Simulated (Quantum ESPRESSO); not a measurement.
**HfMoC2 under changes of volume**

One of the cells (11.421 Å³/atom); the others are scaled copies at fixed shape and fractional positions:

```
CELL_PARAMETERS angstrom
3.19142 0.00000 0.00000
0.00000 3.19142 0.00000
0.00000 0.00000 4.48516
ATOMIC_POSITIONS crystal
Hf 0.00000 0.00000 0.00000
Mo 0.50000 0.50000 0.50000
C 0.50000 0.50000 0.00000
C 0.00000 0.00000 0.50000
```

The cell comes from a database or a generator and needn't be the stable form of this composition.

- Program: Quantum ESPRESSO 7.5
- Functional: PBE
- Potentials or basis: SSSP 1.3 efficiency PBE
- Cutoff: 816 eV
- Density cutoff: 5987 eV
- k mesh: 8 × 8 × 6
- Occupations: fermi-dirac, width 0.05 eV
- Spin: no spin polarisation

```tsv
volume (Å³/atom)	energy over the lowest point (meV/atom)	pressure (GPa)
10.735	35.66	18.5
10.964	?	?
11.192	2.85	4.9
11.421	0.00	-1.0
11.649	5.04	-6.2
11.877	17.16	-10.9
12.106	35.68	-15.1
```

Q: What does the run at 10.964 Å³/atom give?

A: Energy over the lowest point 14.41 meV/atom; pressure 11.3 GPa.

Worked out: A Birch-Murnaghan fit of order 3 (a polynomial in V^(-2/3)) to the other rows has its minimum at 11.38 Å³/atom with B0 = V·E''(V) = 279 GPa and B' = 4.2 at fixed shape and positions, which overstates the stiffness. It gives 14.36 meV/atom at 10.964 Å³/atom, against the run's 14.41, and -dE/dV = 11.4 GPa, against 11.3.

Energies are extrapolated to zero smearing.
